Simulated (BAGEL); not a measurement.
# B3LYP/6-31G(d) (density fitting with qzvpp-jkfit, spherical functions) run of SiBr2 (SMILES Br[Si]Br)

Aim: the energy change on altering one bond length of SiBr2 at B3LYP/6-31G* (density fitting with qzvpp-jkfit, spherical functions), from 2 runs. 

The results are computed with BAGEL 1.2.2.

1 further run of the same task is left out (set aside as unsound or not needed).

### Step 1. Starting point

SiBr2 has 3 atoms, charge 0, and is taken as a singlet. As SMILES, `Br[Si]Br`. The shape is that of a PBE0-D4/def2-TZVP optimisation.

Bond lengths: Br1–Si2 2.249 Å, Si2–Br3 2.249 Å. Angles: Br1–Si2–Br3 101.9°.

### Step 2. The energy at B3LYP/6-31G(d) (density fitting with qzvpp-jkfit, spherical functions)

File input.json:

```json
{ "bagel" : [

{
  "title" : "molecule",
  "basis" : "6-31gs.json",
  "df_basis" : "qzvpp-jkfit",
  "angstrom" : true,
  "geometry" : [
    { "atom" : "Br", "xyz" : [    0.975100,    1.342100,    0.670900 ] },
    { "atom" : "Si", "xyz" : [   -0.770000,    0.385700,   -0.376400 ] },
    { "atom" : "Br", "xyz" : [   -0.216000,   -1.792600,   -0.307800 ] }
  ]
},
{
  "title" : "ks",
  "xc_func" : "b3lyp"
},
{
  "title" : "print",
  "file" : "orbitals.molden",
  "orbitals" : true
}

]}
```

The basis set 6-31G* is read from a file made from the Basis Set Exchange's data (not shown).

Started as:

```
$ BAGEL_NUM_THREADS=1 BAGEL input.json > input.out
```

The program printed:

```text
* using 1 threads per process

  ===============================================================
  ===============================================================

  *** Geometry ***

  { "atom" : "Br", "xyz" : [      1.842672,      2.536201,      1.267817 ] },
  { "atom" : "Si", "xyz" : [     -1.455089,      0.728867,     -0.711293 ] },
  { "atom" : "Br", "xyz" : [     -0.408181,     -3.387523,     -0.581658 ] },

  Number of auxiliary basis functions:      660

  Since a DF basis is specified, we compute 2- and 3-index integrals:
    o Being stored without compression. Storage requirement is 0.036 GB

  Number of basis functions:       82
  Number of electrons      :       84

    * METHOD: MOLECULE                             0.50

  *** Kohn-Sham DFT ***

    * Removing 4172 points whose weight is below 1.00e-10
    * Grid points: 40546

  === Nuclear Repulsion ===
   416.1857779811

       - DIIS with orbital gradients will be used.

  === KS iteration (b3lyp / 6-31gs.json) ===
      0      -5283.61459471          0.17582750           0.33
      1      -5090.92064916          0.66651301           0.30
      2      -5216.01237728          0.21453384           0.29
      3      -5163.77147107          0.29692449           0.29
      4      -5433.67020360          0.09024905           0.29
      5      -5436.98283998          0.02067876           0.29
      6      -5437.22228527          0.00861552           0.29
      7      -5437.28743758          0.00405832           0.31
      8      -5437.30045159          0.00060826           0.38
      9      -5437.30075406          0.00012926           0.35
     10      -5437.30076722          0.00002700           0.35
     11      -5437.30076768          0.00001579           0.35
     12      -5437.30076789          0.00000413           0.35
     13      -5437.30076791          0.00000043           0.35
     14      -5437.30076791          0.00000033           0.36
     15      -5437.30076791          0.00000006           0.35
     16      -5437.30076791          0.00000004           0.35
     17      -5437.30076791          0.00000001           0.35
    * SCF iteration converged.

    * Permanent dipole moment:
           (    0.355877,    -0.188983,     0.172747) a.u.

    * METHOD: KS                                   6.10

    * METHOD: PRINT                                0.02

  ===============================================================
```

It took 6.9 s on 1 thread of Arm Neoverse V1, shared host; peak memory 0.27 GiB.

### Step 3. The distorted shape at the same level

File calc.json:

```json
{ "bagel": [

{
  "title": "molecule",
  "basis": "6-31gs.json",
  "df_basis": "qzvpp-jkfit",
  "angstrom": "true",
  "geometry": [
    { "atom": "Br", "xyz": [       0.310305,       3.956040,       0.588581 ] },
    { "atom": "Si", "xyz": [      -1.434795,       2.999640,      -0.458719 ] },
    { "atom": "Br", "xyz": [      -0.216000,      -1.792600,      -0.307800 ] }
  ]
},

{ "title": "ks", "xc_func": "b3lyp" },

{ "title": "print", "file": "orbitals.molden", "orbitals": "true" }

]}
```

The basis set 6-31G* is read from a file made from the Basis Set Exchange's data (not shown).

Started as:

```
$ BAGEL_NUM_THREADS=1 BAGEL calc.json > calc.out
```

The program printed:

```text
* using 1 threads per process

  ===============================================================
  ===============================================================

  *** Geometry ***

  { "atom" : "Br", "xyz" : [      0.586391,      7.475832,      1.112257 ] },
  { "atom" : "Si", "xyz" : [     -2.711370,      5.668498,     -0.866853 ] },
  { "atom" : "Br", "xyz" : [     -0.408181,     -3.387523,     -0.581658 ] },

  Number of auxiliary basis functions:      660

  Since a DF basis is specified, we compute 2- and 3-index integrals:
    o Being stored without compression. Storage requirement is 0.036 GB

  Number of basis functions:       82
  Number of electrons      :       84

    * METHOD: MOLECULE                             0.51

  *** Kohn-Sham DFT ***

    * Removing 2852 points whose weight is below 1.00e-10
    * Grid points: 41866

  === Nuclear Repulsion ===
   278.6855586425

       - DIIS with orbital gradients will be used.

  === KS iteration (b3lyp / 6-31gs.json) ===
      0      -5281.98348905          0.17066754           0.40
      1      -5006.17234408          0.53345729           0.38
      2      -5201.30920054          0.21801214           0.36
      3      -5054.56371937          0.19307819           0.37
      4      -5171.41970336          0.22611255           0.36
      5      -5415.86839872          0.14915234           0.37
      6      -5378.91856364          0.12999614           0.37
      7      -5409.10301811          0.15598881           0.37
      8      -5427.44084496          0.10707687           0.37
      9      -5245.39435415          0.18372985           0.37
     10      -5436.61481072          0.03534482           0.37
     11      -5436.97415897          0.01153793           0.37
     12      -5434.46010282          0.02343139           0.37
     13      -5436.97694613          0.00973414           0.37
     14      -5434.70306609          0.03131264           0.37
     15      -5437.11811496          0.00277635           0.36
     16      -5434.49372008          0.02663281           0.36
     17      -5434.38450984          0.02421558           0.37
     18      -5434.42756247          0.02498271           0.37
     19      -5434.75225887          0.03103187           0.38
     20      -5434.17555952          0.01859521           0.37
     21      -5392.63353161          0.05621078           0.37
     22      -5436.20568269          0.02217261           0.37
     23      -5436.87188179          0.01049440           0.37
     24      -5436.95530456          0.00856527           0.37
     25      -5436.98946093          0.00759005           0.37
     26      -5429.71709650          0.02662267           0.37
[... 50 lines of this table left out ...]
     77      -5437.16986835          0.00071766           0.38
     78      -5437.17078128          0.00001659           0.38
     79      -5437.17078382          0.00001358           0.38
     80      -5437.17078431          0.00001750           0.38
     81      -5437.17078274          0.00002343           0.38
     82      -5437.17078562          0.00000507           0.38
     83      -5437.17078674          0.00000172           0.38
     84      -5437.17078678          0.00000170           0.38
     85      -5437.17078679          0.00000038           0.38
     86      -5437.17078679          0.00000026           0.38
     87      -5437.17078679          0.00000004           0.37
     88      -5437.17078679          0.00000001           0.37
     89      -5437.17078679          0.00000001           0.37
    * SCF iteration converged.

    * Permanent dipole moment:
           (    0.954756,    -4.150544,     0.076068) a.u.

    * METHOD: KS                                  34.00

    * METHOD: PRINT                                0.02

  ===============================================================
```

Run time: 35 s. Hardware: 1 thread of Arm Neoverse V1, shared host; peak memory 0.27 GiB.

### Step 4. Results

Level: B3LYP/6-31G* (density fitting with qzvpp-jkfit, spherical functions).

| quantity | value |
| --- | --- |
| first shape: total energy | -5437.30077 Eh |
| first shape: dipole moment | 1.11 D |
| first shape: HOMO energy | -7.39 eV |
| first shape: LUMO energy | -3.31 eV |
| first shape: HOMO–LUMO gap | 4.08 eV |
| distorted shape: total energy | -5437.17079 Eh |
| distorted shape: dipole moment | 10.83 D |
| distorted shape: HOMO energy | -5.90 eV |
| distorted shape: LUMO energy | -5.15 eV |
| distorted shape: HOMO–LUMO gap | 0.75 eV |
| energy change with the Si2–Br3 bond stretched from 2.249 to 4.947 Å | 3.537 eV |

One bond (distorted shape) is far stretched, which a spin-restricted single reference describes badly; a broken-symmetry solution may lie lower. With the Si2–Br3 bond stretched from 2.249 to 4.947 Å the energy rises by 3.54 eV (82 kcal/mol). The first shape isn't relaxed at this level, so the change isn't measured from a minimum. A restricted reference can't describe the breaking bond well at this length.
